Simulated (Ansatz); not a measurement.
**C6H14ClF3N2OZr: up Jacob's ladder to CCSD(T)**

One table from this session's results is given with a row withheld; the runs are named, their logs left out.

Program: Ansatz 0.2.0, Gaussian basis. Level of theory: functionals in def2-TZVPP, the program's frozen cores in correlated methods. These are calculated values, not measurements.

Levels to be run: LDA (SPW92), PBE-D4, revPBE-D4, BLYP-D4, r2SCAN-D4, B97M-V, PBE0-D4, B3LYP-D4, r2SCANh-D4, r2SCAN0-D4, HSE06-D4, BHLYP-D4, CAM-B3LYP-D4, LC-ωPBE, ωB97X-V, ωB97M-V, B2PLYP, PBE-QIDH; CCSD(T)/def2-SVP.

### Structure used throughout

An earlier PBE0-D4 in a triple-zeta def2 set relaxation fixed the geometry. Zr takes the def2 core potential; no spin-orbit term is included.

28 atoms, charge 0, spin multiplicity 1.

Atoms are counted from 1 here; the program's logs count them from 0.

Bond lengths: C1–N2 1.446 Å, C1–H15 1.099 Å, C1–H16 1.097 Å, C1–H17 1.098 Å, N2–C3 1.439 Å, N2–Zr4 2.017 Å, C3–H18 1.100 Å, C3–H19 1.099 Å, C3–H20 1.092 Å, Zr4–Cl5 2.402 Å, Zr4–O6 1.944 Å, Zr4–N12 2.009 Å, O6–C7 1.372 Å, C7–C8 1.515 Å, C7–H21 1.097 Å, C7–H22 1.097 Å, C8–F9 1.339 Å, C8–F10 1.338 Å and more. Angles: N2–C1–H15 111.4°, N2–C1–H16 111.2°, N2–C1–H17 111.8°, H15–C1–H16 106.7°, H15–C1–H17 108.3°, H16–C1–H17 107.1°, C1–N2–C3 112.9°, C1–N2–Zr4 114.8°, C3–N2–Zr4 132.2°, N2–C3–H18 111.5°, N2–C3–H19 111.4°, N2–C3–H20 110.6°, H18–C3–H19 107.3°, H18–C3–H20 108.1°, H19–C3–H20 107.8°, N2–Zr4–Cl5 107.9°, N2–Zr4–O6 112.2°, N2–Zr4–N12 105.9° and more.

The first run:

Input file in.yaml:

```yaml
crystal:
  periodic: [false, false, false]
  atoms:
    - {symbol: C, position_ang: [-2.459435, 0.610821, 0.886988]}
    - {symbol: N, position_ang: [-1.326976, -0.288046, 0.876472]}
    - {symbol: C, position_ang: [-1.128152, -0.953399, 2.136738]}
    - {symbol: Zr, position_ang: [-0.311401, -0.351127, -0.864815]}
    - {symbol: Cl, position_ang: [-1.845669, -1.012675, -2.589846]}
    - {symbol: O, position_ang: [0.560408, 1.339714, -1.266781]}
    - {symbol: C, position_ang: [0.903358, 2.668241, -1.283486]}
    - {symbol: C, position_ang: [0.167674, 3.455247, -0.217730]}
    - {symbol: F, position_ang: [-1.158892, 3.414462, -0.397574]}
    - {symbol: F, position_ang: [0.542073, 4.739215, -0.248738]}
    - {symbol: F, position_ang: [0.413766, 2.987465, 1.010710]}
    - {symbol: N, position_ang: [1.127947, -1.730331, -0.612731]}
    - {symbol: C, position_ang: [2.564820, -1.666132, -0.639450]}
    - {symbol: C, position_ang: [0.609571, -3.068469, -0.437669]}
    - {symbol: H, position_ang: [-3.394690, 0.075431, 1.100758]}
    - {symbol: H, position_ang: [-2.589615, 1.097017, -0.088150]}
    - {symbol: H, position_ang: [-2.340878, 1.408755, 1.631977]}
    - {symbol: H, position_ang: [-2.007444, -1.550139, 2.419549]}
    - {symbol: H, position_ang: [-0.947910, -0.232756, 2.947092]}
    - {symbol: H, position_ang: [-0.266493, -1.621977, 2.086979]}
    - {symbol: H, position_ang: [0.662988, 3.133585, -2.246959]}
    - {symbol: H, position_ang: [1.975318, 2.804848, -1.096603]}
    - {symbol: H, position_ang: [2.898251, -0.636676, -0.785134]}
    - {symbol: H, position_ang: [3.000070, -2.032838, 0.300725]}
    - {symbol: H, position_ang: [2.980426, -2.275901, -1.453897]}
    - {symbol: H, position_ang: [0.930215, -3.506268, 0.517884]}
    - {symbol: H, position_ang: [-0.489202, -3.068824, -0.440355]}
    - {symbol: H, position_ang: [0.929882, -3.739235, -1.245984]}
basis:
  gaussian: {orbitals: def2-TZVPP}
hamiltonian: {xc: lda}
output: {orbitals: {seedname: orbitals}}
```

Command:

```console
$ ansatz run in.yaml --threads 11 --pin off --events-out ev --progress --plain --max-ram 110592MiB --backend cuda --devices 0, --max-vram 75GiB
```

Among the steps run: LDA; PBE-D4 (GGA); revPBE-D4 (GGA); BLYP-D4 (GGA); r2SCAN-D4 (meta-GGA); B97M-V (meta-GGA); B3LYP-D4 (hybrid); r2SCANh-D4 (hybrid); r2SCAN0-D4 (hybrid); HSE06-D4 (hybrid); BHLYP-D4 (hybrid); CAM-B3LYP-D4 (range-separated); LC-ωPBE (range-separated); ωB97X-V (range-separated); ωB97M-V (range-separated); B2PLYP (double hybrid); PBE-QIDH (double hybrid).

One of the session's tables, all rows but one given; the rest of the session is left out.

It belongs to the step «Orbital energies across the functionals». 

| functional | HOMO (eV) | gap (eV) |
| --- | --- | --- |
| LDA (SPW92) | -5.39 | 3.78 |
| PBE-D4 | -5.26 | 3.87 |
| revPBE-D4 | -5.20 | 3.90 |
| BLYP-D4 | -5.14 | 3.88 |
| r2SCAN-D4 | -5.49 | 4.28 |
| B97M-V | -5.61 | 4.38 |
| PBE0-D4 | -6.51 | 6.00 |
| B3LYP-D4 | -6.30 | 5.57 |
| r2SCANh-D4 | ? | ? |
| r2SCAN0-D4 | -6.67 | 6.29 |
| HSE06-D4 | -6.11 | 5.22 |
| BHLYP-D4 | -7.69 | 8.21 |
| CAM-B3LYP-D4 | -7.85 | 8.46 |
| LC-ωPBE | -9.16 | 10.93 |
| ωB97X-V | -8.85 | 10.40 |
| ωB97M-V | -8.77 | 9.80 |

**Question.** Estimate the row for r2SCANh-D4.

Worked estimate for «HOMO (eV)». Against the share of exact exchange, r2SCAN-D4 (0, -5.49), r2SCAN0-D4 (0.25, -6.67) give a slope of -4.72 per unit share; at 0.1 the line stands at -5.96.

As computed: HOMO (eV): -5.96; gap (eV): 5.08. In «HOMO (eV)» the line misses by 0.00.
